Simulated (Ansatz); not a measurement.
# H7O3ScSi2: the cost of one run

Method: the settings change from run to run; program: Ansatz 0.2.0, Gaussian basis.

## (1) The molecule

The geometry comes from an earlier relaxation with PBE0-D4 in a triple-zeta def2 set; it is a stationary point, not always the lowest conformer.

SMILES `[OH][Sc]([O][SiH3])[O][SiH3]`, 13 atoms, charge 0, spin multiplicity 1.

Atoms are counted from 1 here; the program's logs count them from 0.

Bond lengths: O1–Sc2 1.858 Å, O1–H7 0.952 Å, Sc2–O3 1.895 Å, Sc2–O5 1.895 Å, O3–Si4 1.627 Å, Si4–H8 1.489 Å, Si4–H9 1.490 Å, Si4–H10 1.490 Å, O5–Si6 1.627 Å, Si6–H11 1.490 Å, Si6–H12 1.489 Å, Si6–H13 1.490 Å. Angles: Sc2–O1–H7 179.0°, O1–Sc2–O3 120.8°, O1–Sc2–O5 120.7°, O3–Sc2–O5 118.5°, Sc2–O3–Si4 179.6°, O3–Si4–H8 110.6°, O3–Si4–H9 110.8°, O3–Si4–H10 110.4°, H8–Si4–H9 108.3°, H8–Si4–H10 108.3°, H9–Si4–H10 108.3°, Sc2–O5–Si6 179.3°, O5–Si6–H11 110.5°, O5–Si6–H12 110.8°, O5–Si6–H13 110.6°, H11–Si6–H12 108.3°, H11–Si6–H13 108.4°, H12–Si6–H13 108.2°.

## (2) B97/def2-mTZVPP

Contents of in.yaml:

```yaml
crystal:
  periodic: [false, false, false]
  atoms:
    - {symbol: O, position_ang: [-0.239131, 2.580864, -1.233992]}
    - {symbol: Sc, position_ang: [-0.088238, 0.911954, -0.430611]}
    - {symbol: O, position_ang: [-1.505568, -0.341829, -0.526361]}
    - {symbol: Si, position_ang: [-2.723005, -1.417433, -0.619890]}
    - {symbol: O, position_ang: [1.489687, 0.425092, 0.498799]}
    - {symbol: Si, position_ang: [2.854304, 0.023132, 1.288706]}
    - {symbol: H, position_ang: [-0.330786, 3.431564, -1.651963]}
    - {symbol: H, position_ang: [-2.939664, -2.080157, 0.696156]}
    - {symbol: H, position_ang: [-3.991700, -0.747334, -1.020071]}
    - {symbol: H, position_ang: [-2.410691, -2.468269, -1.628319]}
    - {symbol: H, position_ang: [3.989883, -0.107146, 0.333486]}
    - {symbol: H, position_ang: [2.691426, -1.275403, 1.999564]}
    - {symbol: H, position_ang: [3.203462, 1.064964, 2.294497]}
basis:
  gaussian: {orbitals: def2-mTZVPP}
hamiltonian: {xc: {name: B97}}
output: {forces: true}
```

Command:

```
$ ansatz run in.yaml --threads 4 --pin off --events-out ev --progress --plain --max-ram 11315MiB
```

What time and memory should one allow on 4 threads of Arm Neoverse V2, shared host?

About 11 s, with a peak of 0.72 GiB.
